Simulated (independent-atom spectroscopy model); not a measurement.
# La2O3 on SiC: peak ratios against emission angle

Aim: the ratio of the La 3d5/2 peak of the film to the C 1s peak of the substrate as the sample is tilted.

Method: angle-resolved photoelectron peak ratio of a uniform film on a substrate: exponential attenuation with lengths from TPP-2M (nominal gaps) and the elastic albedo, Dirac-Hartree-Slater cross sections, magic-angle geometry; computed with independent-atom spectroscopy model, version 2.

### Step 1. Film and substrate

0.38 nm of La2O3 (6.22 g/cm³) on SiC (3.21 g/cm³).

### Step 2. Calculation

The inputs of this calculation:

```json
{
  "film": "La2O3",
  "film_density": 6.22,
  "base": "SiC",
  "base_density": 3.21,
  "photon_energy": 1486.7,
  "film_peak": "La 3d5/2",
  "base_peak": "C 1s",
  "thickness": 0.38,
  "emission_angle": [0, 10, 20, 30, 40, 45, 50, 55]
}
```

Units: film_density in g/cm³, base_density in g/cm³, photon_energy in eV, thickness in nm, emission_angle in degrees.

Q: Predict the outcome of this session. Wanted: ratio at normal emission; ratio at 55°.

**Answer**, as computed:

| quantity | value |
| --- | --- |
| ratio at normal emission | 2.26 |
| ratio at 55° | 4.09 |
| attenuation length of the substrate peak in the film | 1.83 nm |
| thickness over that length | 0.21 |

The film is 0.21 attenuation lengths thick, so 81 % of the substrate's signal gets out at 0°. Tilting to 55° lengthens the path by 1/cos θ and raises the ratio 1.8-fold. Islands, roughness and grazing exit, where elastic scattering matters more, are outside the model.
